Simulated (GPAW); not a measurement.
Input of a GPAW 26.7.0 run:

The input run.py:

```python
from ase import Atoms
from ase.filters import FrechetCellFilter
from ase.io import write
from ase.optimize import BFGS
from ase.units import GPa
from gpaw import GPAW, PW, setup_paths

setup_paths.insert(0, '.')

atoms = Atoms(['Ir', 'Ir', 'Ir', 'Rh'],
              cell=[[3.84033585, 0.0, 0.0],
                    [0.0, 3.84033585, 0.0],
                    [0.0, 0.0, 3.84033585]],
              scaled_positions=[[0.5, 0.5, 0.0],
                                [0.0, 0.5, 0.5],
                                [0.5, 0.0, 0.5],
                                [0.0, 0.0, 0.0]],
              pbc=True)

calc = GPAW(mode=PW(600),
            xc='PBEsol',
            kpts={'size': (6, 6, 6), 'gamma': True},
            occupations={'name': 'fermi-dirac', 'width': 0.05},
            nbands=52,
            convergence={'density': 1e-05, 'forces': 0.0001},
            maxiter=150,
            txt='gpaw.txt')
atoms.calc = calc
opt = BFGS(FrechetCellFilter(atoms, scalar_pressure=20 * GPa), trajectory='relax.traj', logfile='-')
done = opt.run(fmax=0.02, steps=60)
calc.write('gs.gpw')
write('result.traj', atoms)
print('Converged:', done)
print('Cell:', atoms.cell.cellpar().round(4))
print('Volume:', round(atoms.get_volume(), 4))
print(atoms.get_scaled_positions().round(5))
```

Potentials or basis: PAW data sets generated in the run's folder for this functional, pw.

Run with:

```bash
$ gpaw-setup -f PBEsol Ir Rh
$ OMP_NUM_THREADS=1 python run.py
```

Question: What does it give for the band gap on the k mesh?

Answer: None (metal or under the smearing width).

Question: Estimate the space group after relaxing (to 0.05 Å).

Answer: Pm-3m (No. 221).

Final structure:
```
CELL_PARAMETERS angstrom
3.75418 0.00000 0.00000
0.00000 3.75418 0.00000
0.00000 0.00000 3.75418
ATOMIC_POSITIONS crystal
Ir 0.50000 0.50000 0.00000
Ir 0.00000 0.50000 0.50000
Ir 0.50000 0.00000 0.50000
Rh 0.00000 0.00000 0.00000
```

Caveat: later steps reuse the first step's grids. The run has no spin-orbit coupling, so splittings on Ir are missing.
